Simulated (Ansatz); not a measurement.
# C₂H₅AlSe, SMILES C=[CH][AlH][SeH]: a ladder of methods at one geometry

Computed with Ansatz 0.2.0, Python API.

Script `methods.py`:
```python
import warnings

import ansatz as az

SETTINGS = {
    "basis": "def2-SVP",
}

GEOMETRY = """
C    -0.23630    0.89030   -1.31340
C     0.66650    0.10730   -0.89730
Al    0.38730   -1.01420    0.69190
Se   -1.56820   -0.90810    1.93000
H    -0.11790    1.53560   -2.22670
H    -1.23370    1.02870   -0.80470
H     1.63880    0.04960   -1.42790
H     1.63150   -1.96820    1.18300
H    -1.07940    0.23280    2.84800
"""

warnings.simplefilter("ignore", az.DeckWarning)

mol = az.Crystal.molecule()
for line in GEOMETRY.strip().splitlines():
    symbol, *xyz = line.split()
    mol = mol.atom(symbol, [float(v) for v in xyz])

calc = mol.calculation().basis(gaussian=SETTINGS["basis"])

methods = ["mp2", "ccsd", "ccsd_t"]
reports = [calc.correlation(m).run().report for m in methods]
print(f"Hartree-Fock reference {reports[0]['reference_energy_ev'] / 27.211386246:.6f} Ha")
best = reports[-1]["free_energy_ev"] - reports[-1]["reference_energy_ev"]
for method, each in zip(methods, reports):
    gained = each["free_energy_ev"] - each["reference_energy_ev"]
    print(f"{method:8s} total {each['free_energy_ev'] / 27.211386246:.6f} Ha  correlation {gained:9.4f} eV  ({100 * gained / best:.1f} % of the last)")
```

```console
$ python methods.py
Hartree-Fock reference -2719.977587 Ha
mp2      total -2720.537672 Ha  correlation  -15.2407 eV  (90.5 % of the last)
ccsd     total -2720.578113 Ha  correlation  -16.3411 eV  (97.0 % of the last)
ccsd_t   total -2720.596605 Ha  correlation  -16.8443 eV  (100.0 % of the last)
```

Total energies depend on the basis set; only differences at equal settings carry meaning. The geometry is a force-field or estimated start, not a minimum of this method, and the basis set is short of its limit. A lower total doesn't mark the better method: functionals have no common bound, and MP2 and coupled cluster aren't variational. Inner cores stay frozen; a filled d shell under the valence of the heavier atoms is correlated with it. Finished in 47 s on 1 thread of Arm Neoverse N1 (shared host), peak memory 0.47 GiB.
